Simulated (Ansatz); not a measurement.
# Ge: the cost of one run

All numbers are computed with the Python package of Ansatz 0.2.0. Level of theory: DFT PBEsol+D4, plane waves, PAW.

### Step 1. The structure

It takes space group Cmcm (No. 63, orthorhombic). Conventional cell: a = 2.976 Å, b = 5.189 Å, c = 4.728 Å, α = 90.00°, β = 90.00°, γ = 90.00°. Ge (site symmetry m2m) is surrounded by 12 Ge at 2.92 to 2.99 Å.

The script holds or builds the structure itself.

### Step 2. The script

Input file ecut_ge.py:

```python
# -*- coding: utf-8 -*-
"""Cutoff test for Ge."""

import ansatz as az
import matplotlib.pyplot as plt

lattice = az.Lattice.of(
    (1.488053, -2.59469, 0.0),
    (1.488053, 2.59469, 0.0),
    (0.0, 0.0, 4.727596),
)
sites = [
    ("Ge", (0.666553, 0.333447, 0.25)),
    ("Ge", (0.333447, 0.666553, 0.75)),
]
ge = az.Crystal(lattice=lattice)
for symbol, position in sites:
    ge = ge.atom(symbol, position)

job = (
    ge.calculation()
    .occupations("Marzari-Vanderbilt", width=100 * az.meV)
    .functional("pbesol", dispersion="D4")
    .kpoints(11, 11, 6)
    .scf(tolerance=1e-10)
    .stress()
)

rows = []
for value in [250, 325, 400, 475, 550, 625]:
    data = job.basis(value).run(threads=1, pin="off").report
    rows.append((value, data["free_energy_ev"] / len(data["lattice"]["sites"]), data["n_iterations"], sum(data["stress_gpa"][i][i] for i in range(3)) / 3, data["n_pw"]))

print(" cutoff (eV)   F/atom (eV)    iterations       P (GPa)   plane waves")
for row in rows:
    print(f"{str(row[0]):>12s}  {row[1]:12.5f}  {row[2]:12d}  {row[3]:12.3f}  {row[4]:12d}")

# differences from the last row
for row in rows[:-1]:
    shift = 1000 * (row[1] - rows[-1][1])
    print(f"{row[0]}: {shift:+.2f} meV/atom" + ("  (within 2 meV)" if abs(shift) < 2 else ""))
plt.figure(figsize=(4.5, 3))
plt.plot([str(row[0]) for row in rows], [1000 * (row[1] - rows[-1][1]) for row in rows], "o-")
plt.xlabel("cutoff (eV)")
plt.ylabel("F - F(last) (meV/atom)")
plt.tight_layout()
plt.savefig("ecut.png", dpi=100)
```

### Step 3. Launch

On the command line:

```console
> python ecut_ge.py
```

**Question.** How long does this script take on 1 thread of Arm Neoverse V1, shared host, and how much memory does it need?

About 33 s, with a peak of 0.52 GiB.
